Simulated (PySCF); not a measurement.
# C4H3F3: electronic excitations and core binding energies

Aim: predict the electronic excitations and core binding energies of C4H3F3 (`C#CCC(F)(F)F`).

The runs use PySCF 2.14.0, with density-fitted response routines of our own; the level of theory stands in each step. All values are computed, except where a source is named. Atoms count from 0, in the outputs and in this text.

## Step 1: Starting geometry

10 atoms, charge 0, multiplicity 1; geometry from: GFN2-xTB.

Bonds of the start (Å): C0–C1 1.20, C1–C2 1.45, C2–C3 1.52, C3–F4 1.34, C3–F5 1.34, C3–F6 1.34, C0–H7 1.05, C2–H8 1.09, C2–H9 1.09.

## Step 2: TDDFT and polarisability: B3LYP/def2-SVPD

The job: settings as JSON, then the geometry in Å.

```
{"job": {"kind": "uv", "xc": "B3LYP", "basis": "def2-SVPD", "nstates": 8, "ntriplets": 3}, "charge": 0, "multiplicity": 1}
C      2.280055     0.080035     0.067215
C      1.155780    -0.289349     0.235874
C     -0.221187    -0.700324     0.428555
C     -1.161424     0.481999     0.247887
F     -2.442684     0.115921     0.428328
F     -1.088875     1.017291    -0.977274
F     -0.922433     1.469954     1.119335
H      3.271997     0.388155    -0.077250
H     -0.366389    -1.095267     1.437774
H     -0.495957    -1.463760    -0.304207
```

Method: TDDFT B3LYP/def2-SVPD, vertical, gas phase, core orbitals frozen in the response.

**Question.** This job is followed by: delta-SCF UKS SCAN, pcX-2 on the ionised atom, pcseg-1 elsewhere, spin-free X2C. What will the session give for the following? lowest singlet (B3LYP/def2-SVPD); brightest single state of those computed; lowest triplet; C1s binding energies, SCAN/pcX-2 (standing for 3 of 4 atoms); F1s binding energies, SCAN/pcX-2.

The runs gave:

| quantity | value |
| --- | --- |
| lowest singlet (B3LYP/def2-SVPD) | 6.64 eV (187 nm), f = 0.000 |
| brightest single state of those computed | state 7, 8.51 eV, f = 0.038 |
| lowest triplet | 5.51 eV |
| C1s binding energies, SCAN/pcX-2 (standing for 3 of 4 atoms) | C3 298.48, C2 292.83, C0 290.82 eV |
| F1s binding energies, SCAN/pcX-2 | F4 694.03 eV |

What this shows: The lowest singlet, at 6.64 eV, is HOMO→LUMO 0.68, HOMO→LUMO+2 0.23 and is dark; of the 8 states computed, the strongest absorption comes from state 7 at 8.51 eV. The lowest triplet lies 1.14 eV below the lowest singlet (triplets in Tamm-Dancoff, singlets in full TDDFT). States above −ε(HOMO) lie where TDDFT describes them poorly and they hang on the basis; the brightest is among them. The C1s levels kept as sound span 7.66 eV, from C0 (terminal alkyne carbon) up to C3 (CF3 carbon). Only 3 of the 4 C atoms are covered by sound results.
